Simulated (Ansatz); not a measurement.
# CH2BFO: vertical ionisation energy

How much energy removes an electron from CH2BFO at fixed geometry? The cation is run at each level and the neutral's energy taken from earlier runs.

Program: Ansatz 0.2.0, Gaussian basis. Level of theory: unrestricted cation, the program's frozen cores in correlated methods. These are calculated values, not measurements.

Levels to be run: UKS PBE-D4/def2-TZVPP; UKS r2SCAN-D4/def2-TZVPP; UKS PBE0-D4/def2-TZVPP; UKS B3LYP-D4/def2-TZVPP; UKS wB97X-V/def2-TZVPP; UKS wB97M-V/def2-TZVPP; UKS B2PLYP/def2-TZVPP; UHF-CCSD(T)/def2-TZVPP; UHF-MP2/def2-QZVPP; extrapolation to the limit; then −ε(HOMO) from the neutral's earlier runs with LDA (SPW92), PBE-D4, revPBE-D4, BLYP-D4, r2SCAN-D4, B97M-V, PBE0-D4, B3LYP-D4, r2SCANh-D4, r2SCAN0-D4, HSE06-D4, BHLYP-D4, CAM-B3LYP-D4, LC-ωPBE, ωB97X-V, ωB97M-V.

## 1. The relaxed structure

An earlier PBE0-D4 in a triple-zeta def2 set relaxation fixed the geometry.

SMILES `O=CBF`, 6 atoms, charge 0, spin multiplicity 1.

Atoms are counted from 1 here; the program's logs count them from 0.

Bond lengths: O1–C2 1.208 Å, C2–B3 1.604 Å, C2–H5 1.115 Å, B3–F4 1.315 Å, B3–H6 1.194 Å. Angles: O1–C2–B3 121.2°, O1–C2–H5 119.6°, B3–C2–H5 119.2°, C2–B3–F4 117.7°, C2–B3–H6 122.6°, F4–B3–H6 119.7°.

## 2. Cation, UKS PBE-D4/def2-TZVPP

in.yaml

```yaml
crystal:
  periodic: [false, false, false]
  atoms:
    - {symbol: O, position_ang: [1.615432, 0.579543, -0.501858]}
    - {symbol: C, position_ang: [0.471303, 0.216934, -0.639265]}
    - {symbol: B, position_ang: [-0.416063, -0.224605, 0.621397]}
    - {symbol: F, position_ang: [-1.653761, -0.607753, 0.393931]}
    - {symbol: H, position_ang: [0.020936, 0.187850, -1.659390]}
    - {symbol: H, position_ang: [0.004354, -0.215970, 1.738985]}
basis:
  gaussian: {orbitals: def2-TZVPP}
total_charge: 1
magnetization: {spin_polarized: true, initial_magnetization: 1}
hamiltonian: {xc: pbe, dispersion: d4}
```

Run with:

```bash
$ ansatz run in.yaml --threads 2 --pin off --events-out ev --progress --plain --max-ram 4352MiB
```

After this run come: Cation, UKS r2SCAN-D4/def2-TZVPP; Cation, UKS PBE0-D4/def2-TZVPP; Cation, UKS B3LYP-D4/def2-TZVPP; Cation, UKS wB97X-V/def2-TZVPP; Cation, UKS wB97M-V/def2-TZVPP; Cation, UKS B2PLYP (frozen core)/def2-TZVPP; Cation, UHF-CCSD(T)/def2-TZVPP; Cation, UHF-MP2/def2-QZVPP.

**Question.** What will the summary of the whole plan be? Wanted: ionisation energy, CCSD(T)/CBS; nearest functional by difference; nearest −ε(HOMO); −ε(HOMO) of PBE; T1 of the cation.

The runs gave:

```
                        quantity               value
  ionisation energy, CCSD(T)/CBS            10.47 eV
nearest functional by difference   B2PLYP (-0.18 eV)
                nearest −ε(HOMO)  LC-ωPBE (-0.17 eV)
                 −ε(HOMO) of PBE             5.92 eV
                T1 of the cation               0.040
```

In words: Energy differences with functionals land within 0.56 eV of the reference. The PBE orbital energy is 4.6 eV too small: a semilocal HOMO is no ionisation energy. Among orbital estimates LC-ωPBE comes nearest. Hartree-Fock falls 1.30 eV short, as the neutral has more correlation energy than the cation. The cation's T1 (from the report) is 0.040, near the customary mark of 0.045 for open shells, so the coupled-cluster value is less safe.
